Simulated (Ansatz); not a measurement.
# BClFH3Si: how energies converge with the basis set

Aim: see how fast density functionals converge with the basis set for BClFH3Si.

The runs use Ansatz 0.2.0, Gaussian basis; one geometry, several basis sets.

Levels to be run: PBE0-D4/def2-SVP; ωB97M-V/def2-SVP; PBE0-D4/def2-QZVPP; ωB97M-V/def2-QZVPP; the functionals' def2-TZVPP values are taken from earlier runs.

### 1 The geometry

All runs share one geometry, relaxed beforehand with PBE0-D4 in a triple-zeta def2 set.

SMILES `B[SiH](F)Cl`, 7 atoms, charge 0, spin multiplicity 1.

Atoms are counted from 1 here; the program's logs count them from 0.

Bond lengths: B1–Si2 1.998 Å, B1–H5 1.194 Å, B1–H6 1.193 Å, Si2–F3 1.595 Å, Si2–Cl4 2.059 Å, Si2–H7 1.480 Å. Angles: Si2–B1–H5 119.9°, Si2–B1–H6 121.0°, H5–B1–H6 118.9°, B1–Si2–F3 113.8°, B1–Si2–Cl4 100.6°, B1–Si2–H7 119.1°, F3–Si2–Cl4 108.4°, F3–Si2–H7 106.4°, Cl4–Si2–H7 107.9°.

### 2 PBE0-D4 in def2-SVP

in.yaml

```yaml
crystal:
  periodic: [false, false, false]
  atoms:
    - {symbol: B, position_ang: [0.415261, 0.982441, 0.584528]}
    - {symbol: Si, position_ang: [-0.436144, -0.541798, -0.386429]}
    - {symbol: F, position_ang: [-0.710721, -0.248526, -1.930489]}
    - {symbol: Cl, position_ang: [1.051278, -1.958397, -0.246741]}
    - {symbol: H, position_ang: [0.343394, 1.044734, 1.774975]}
    - {symbol: H, position_ang: [1.078732, 1.787226, 0.004711]}
    - {symbol: H, position_ang: [-1.680699, -1.133680, 0.153743]}
basis:
  gaussian: {orbitals: def2-SVP}
hamiltonian: {xc: pbe0, dispersion: d4}
output: {orbitals: {seedname: orbitals}}
```

The run is started by

```bash
$ ansatz run in.yaml --threads 2 --pin off --events-out ev --progress --plain --max-ram 4352MiB
```

After this run come: ωB97M-V in def2-SVP; PBE0-D4 in def2-QZVPP; ωB97M-V in def2-QZVPP.

Before running them: what should the planned runs give, taken together? Wanted: PBE0-D4: double and triple zeta above quadruple; ωB97M-V: double and triple zeta above quadruple.

The runs gave:

| quantity | value |
| --- | --- |
| PBE0-D4: double and triple zeta above quadruple | 12.36, 0.84 eV |
| ωB97M-V: double and triple zeta above quadruple | 12.41, 0.79 eV |

What this shows: PBE0-D4 gains 11.52 eV from double to triple zeta, then 0.84 eV more. Total energies overstate the basis error of differences, where much of it tends to cancel.
